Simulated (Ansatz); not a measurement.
# CH5AlSSi: small, medium and large basis sets

One table from this session's results is given with a row withheld; the runs are named, their logs left out.

Computed with Ansatz 0.2.0, Gaussian basis. Level: one geometry, several basis sets.

Levels to be run: PBE0-D4/def2-SVP; ωB97M-V/def2-SVP; PBE0-D4/def2-QZVPP; ωB97M-V/def2-QZVPP; the functionals' def2-TZVPP values are taken from earlier runs.

## Structure used throughout

An earlier PBE0-D4 in a triple-zeta def2 set relaxation fixed the geometry.

9 atoms, charge 0, spin multiplicity 1.

Atoms are counted from 1 here; the program's logs count them from 0.

Bond lengths: Al1–C2 1.961 Å, Al1–S4 2.430 Å, Al1–H5 1.583 Å, Al1–H6 1.586 Å, C2–Si3 1.817 Å, C2–H7 1.086 Å, Si3–S4 2.131 Å, Si3–H8 1.478 Å, Si3–H9 1.476 Å. Angles: C2–Al1–S4 51.9°, C2–Al1–H5 118.7°, C2–Al1–H6 115.8°, S4–Al1–H5 109.7°, S4–Al1–H6 110.7°, H5–Al1–H6 124.7°, Al1–C2–Si3 109.0°, Al1–C2–H7 129.4°, Si3–C2–H7 120.4°, C2–Si3–S4 59.1°, C2–Si3–H8 120.8°, C2–Si3–H9 120.2°, S4–Si3–H8 113.4°, S4–Si3–H9 117.4°, H8–Si3–H9 114.1° and more.

The first run:

Contents of in.yaml:

```yaml
crystal:
  periodic: [false, false, false]
  atoms:
    - {symbol: Al, position_ang: [-0.448819, 1.390114, -0.694694]}
    - {symbol: C, position_ang: [0.837546, -0.045390, -0.335842]}
    - {symbol: Si, position_ang: [0.186388, -1.105723, 0.988015]}
    - {symbol: S, position_ang: [-0.779128, -1.007963, -0.908792]}
    - {symbol: H, position_ang: [-0.459589, 2.059576, -2.129325]}
    - {symbol: H, position_ang: [-1.224817, 1.952121, 0.569281]}
    - {symbol: H, position_ang: [1.701974, -0.356553, -0.915227]}
    - {symbol: H, position_ang: [0.793061, -2.424016, 1.270006]}
    - {symbol: H, position_ang: [-0.518114, -0.508367, 2.139577]}
basis:
  gaussian: {orbitals: def2-SVP}
hamiltonian: {xc: pbe0, dispersion: d4}
output: {orbitals: {seedname: orbitals}}
```

Command:

```console
ansatz run in.yaml --threads 2 --pin off --events-out ev --progress --plain --max-ram 4352MiB
```

Among the steps run: PBE0-D4 in def2-SVP; ωB97M-V in def2-SVP; PBE0-D4 in def2-QZVPP; ωB97M-V in def2-QZVPP.

One table of the session follows, with a row left open; its other results are not shown here.

It belongs to the step «Functionals by basis». 

| functional | basis | HOMO (eV) |
| --- | --- | --- |
| PBE0-D4 | def2-SVP | ? |
| PBE0-D4 | def2-TZVPP | -7.53 |
| PBE0-D4 | def2-QZVPP | -7.53 |
| ωB97M-V | def2-SVP | -9.65 |
| ωB97M-V | def2-TZVPP | -9.66 |
| ωB97M-V | def2-QZVPP | -9.67 |

**Question.** Estimate the row for PBE0-D4, def2-SVP.

The run gave: HOMO (eV): -7.56. In the column «HOMO (eV)» it lies between ωB97M-V, def2-SVP (-9.65) and PBE0-D4, def2-TZVPP (-7.53).
